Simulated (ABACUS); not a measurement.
Ba2Tl5V3O12:

```
CELL_PARAMETERS angstrom
4.23698 2.38514 6.20491
-4.23698 2.38514 6.20491
0.00000 -5.03921 6.31225
ATOMIC_POSITIONS crystal
Ba 0.50000 0.50000 0.50000
Ba 0.00000 0.00000 0.00000
V 0.50000 0.50000 0.00000
V 0.00000 0.50000 0.50000
V 0.50000 0.00000 0.50000
Tl 0.00000 0.00000 0.50000
Tl 0.50000 0.00000 0.00000
Tl 0.00000 0.50000 0.00000
Tl 0.74045 0.74045 0.74045
Tl 0.25955 0.25955 0.25955
O 0.71652 0.08089 0.41242
O 0.41242 0.71652 0.08089
O 0.08089 0.41242 0.71652
O 0.58757 0.91911 0.28348
O 0.91911 0.28348 0.58757
O 0.28348 0.58757 0.91911
O 0.28348 0.91911 0.58757
O 0.58757 0.28348 0.91911
O 0.91911 0.58757 0.28348
O 0.41242 0.08089 0.71652
O 0.08089 0.71652 0.41242
O 0.71652 0.41242 0.08089
```

The cell was built by a generator and needn't be a form met in nature.

The cell isn't the ideal one: cell strained by +0.03 along c.

A run of ABACUS 3.10.1 on this cell left the log below. Logs are shortened: lines on timing, memory, paths and dates and some standing lists are left out, and cuts for length are marked.

```text
ABACUS v3.10.1

               Atomic-orbital Based Ab-initio Computation at UStc

 ------------------------------------------------------------------------------------

 READING GENERAL INFORMATION
                           global_out_dir = OUT.Ba2Tl5V3O12/
                           global_in_card = INPUT
                               pseudo_dir = ./
                              orbital_dir = ./
                                    DSIZE = 8
                                    GSIZE = 1

 READING UNITCELL INFORMATION
                                    ntype = 4
                  lattice constant (Bohr) = 1.88973
              lattice constant (Angstrom) = 1

 READING ATOM TYPE 1
                               atom label = Ba
                      L=0, number of zeta = 3
                      L=1, number of zeta = 2
                      L=2, number of zeta = 2
             number of atom for this type = 2
               magnetization of element 1 = 0

 READING ATOM TYPE 2
                               atom label = V
                      L=0, number of zeta = 3
                      L=1, number of zeta = 2
                      L=2, number of zeta = 2
                      L=3, number of zeta = 1
             number of atom for this type = 3
               magnetization of element 2 = 2

 READING ATOM TYPE 3
                               atom label = Tl
                      L=0, number of zeta = 2
                      L=1, number of zeta = 2
                      L=2, number of zeta = 2
             number of atom for this type = 5
               magnetization of element 3 = 0

 READING ATOM TYPE 4
                               atom label = O
[... 710 lines left out ...]
 E_one_elec     -646.9115233947      -8801.6828200275
 E_Hartree      439.5583610014       5980.4983131598
 E_xc           -386.3063707724      -5255.9678162057
 E_Ewald        -966.4845401174      -13149.6967745061
 E_entropy(-TS) -0.0049047527        -0.0667325839
 E_descf        0.0000000000         0.0000000000
 E_exx          0.0000000000         0.0000000000
 E_Fermi        0.5835857858         7.9400919587
----------------------------------------------------------

 charge density convergence is achieved
 final etot is -21226.91583 eV
 EFERMI = 7.9400919587 eV

 STATE ENERGY(eV) AND OCCUPATIONS    NSPIN == 2
SPIN UP :
 1/10 kpoint (Cartesian) = 0.0000 0.0000 0.0000 (5593 pws)
       1       -56.8051      0.0370370
       2       -56.8050      0.0370370
       3       -56.7649      0.0370370
       4       -30.7624      0.0370370
       5       -30.7620      0.0370370
       6       -30.7138      0.0370370
[... 728 lines left out ...]
     120        13.0149    1.23451e-45
     121        13.1511    8.09441e-47

[... levels at 14 further k points ...]

-------------------------------------------------
 Total Magnetism (uB)
-------------------------------------------------
                        Ba1        -0.0069511885
                        Ba2         0.0024309899
                         V1        -0.4574360026
                         V2        -0.4086723334
                         V3        -0.4472559080
                        Tl1         0.0007198971
[... 18 lines left out ...]
 correction force for each atom along direction 1 is -6.34825e-07
 correction force for each atom along direction 2 is 8.57722e-09
 correction force for each atom along direction 3 is -4.07830e-09
------------------------------------------------------------------------------------------
 TOTAL-FORCE (eV/Angstrom)
------------------------------------------------------------------------------------------
                       Ba1         0.0000000000         0.0000041618         0.0000437479
                       Ba2         0.0000000000        -0.0000065983         0.0000000000
                        V1         0.0000000000        -0.0000864650        -0.0000720942
                        V2         0.0001000367         0.0000037080        -0.0000746977
                        V3        -0.0001000367         0.0000037080        -0.0000746977
                       Tl1         0.0000000000        -0.0000119282        -0.0000999071
[... 11 lines left out ...]
                        O8        -0.1243926184         0.0703888860         0.4723680403
                        O9         0.2492143992        -0.3702323533         0.5441818684
                       O10         0.2495669642         0.3704669486        -0.5441334205
                       O11         0.1847127361        -0.0539045732        -0.3038351396
                       O12        -0.1247259245        -0.0701855168        -0.4722870243
------------------------------------------------------------------------------------------

----------------------------------------------------------------
 TOTAL-STRESS (KBAR)
----------------------------------------------------------------
        -9.9669409656         0.0000000000         0.0000000000
         0.0000000000       -11.8613545079        11.8424653815
         0.0000000000        11.8424653815       -23.7340919548
----------------------------------------------------------------
 TOTAL-PRESSURE: -15.187462 KBAR

 --------------------------------------------
 !FINAL_ETOT_IS -21226.9158301634706731 eV
 --------------------------------------------
```

**Question.** What input gives this log?

**Answer.** Single point with PBE, collinear spin, ferromagnetic start. The files as run (others can give the same):

INPUT
```
INPUT_PARAMETERS
suffix              Ba2Tl5V3O12
calculation         scf
basis_type          lcao
pseudo_dir          ./
orbital_dir         ./
symmetry            1
dft_functional      pbe
ecutwfc             100
pseudo_rcut         7
nspin               2
nbands              121
ks_solver           genelpa
smearing_method     fd
smearing_sigma      0.00367493
scf_thr             1e-07
scf_nmax            100
mixing_type         broyden
mixing_beta         0.4
cal_force           1
cal_stress          1
out_mul             1
```

STRU
```
ATOMIC_SPECIES
Ba 137.3270 Ba.upf
V 50.9415 V.upf
Tl 204.3800 Tl.upf
O 15.9990 O.upf

NUMERICAL_ORBITAL
Ba_confined-atom_9au_3s2p2d.orb
V_confined-atom_7au_3s2p2d1f.orb
Tl_confined-atom_8au_2s2p2d.orb
O_confined-atom_6au_2s2p1d.orb

LATTICE_CONSTANT
1.8897261246

LATTICE_VECTORS
4.2369800000 2.3851429974 6.2049066721
-4.2369800000 2.3851429974 6.2049066721
0.0000000000 -5.0392132000 6.3122520000

ATOMIC_POSITIONS
Direct

Ba
0.0
2
0.5000000000 0.5000000000 0.5000000000 1 1 1 mag 0
0.0000000000 0.0000000000 0.0000000000 1 1 1 mag 0

V
0.0
3
0.5000000000 0.5000000000 0.0000000000 1 1 1 mag 2
0.0000000000 0.5000000000 0.5000000000 1 1 1 mag 2
0.5000000000 0.0000000000 0.5000000000 1 1 1 mag 2

Tl
0.0
5
0.0000000000 0.0000000000 0.5000000000 1 1 1 mag 0
0.5000000000 0.0000000000 0.0000000000 1 1 1 mag 0
0.0000000000 0.5000000000 0.0000000000 1 1 1 mag 0
0.7404500000 0.7404500000 0.7404500000 1 1 1 mag 0
0.2595500000 0.2595500000 0.2595500000 1 1 1 mag 0

O
0.0
12
0.7165200000 0.0808900000 0.4124200000 1 1 1 mag 0
0.4124200000 0.7165200000 0.0808900000 1 1 1 mag 0
0.0808900000 0.4124200000 0.7165200000 1 1 1 mag 0
0.5875700000 0.9191100000 0.2834800000 1 1 1 mag 0
0.9191100000 0.2834800000 0.5875700000 1 1 1 mag 0
0.2834800000 0.5875700000 0.9191100000 1 1 1 mag 0
0.2834800000 0.9191100000 0.5875700000 1 1 1 mag 0
0.5875700000 0.2834800000 0.9191100000 1 1 1 mag 0
0.9191100000 0.5875700000 0.2834800000 1 1 1 mag 0
0.4124200000 0.0808900000 0.7165200000 1 1 1 mag 0
0.0808900000 0.7165200000 0.4124200000 1 1 1 mag 0
0.7165200000 0.4124200000 0.0808900000 1 1 1 mag 0
```

KPT
```
K_POINTS
0
Gamma
3 3 3 0 0 0
```

Potentials or basis: PseudoDojo NC SR 0.4.1 PBE standard, DZP LCAO (the cutoffs set its grid).
Run with:
```bash
$ OMP_NUM_THREADS=1 mpirun -np 8 abacus > log
```

Caveat: the atomic orbitals were generated for these runs and aren't a published set; this release of the barium file is off; the basis of atomic orbitals isn't converged, which shifts pressures, moduli and gaps; semilocal functionals often make such compounds metallic where correlation or magnetic order opens a gap, which also shifts bond lengths.
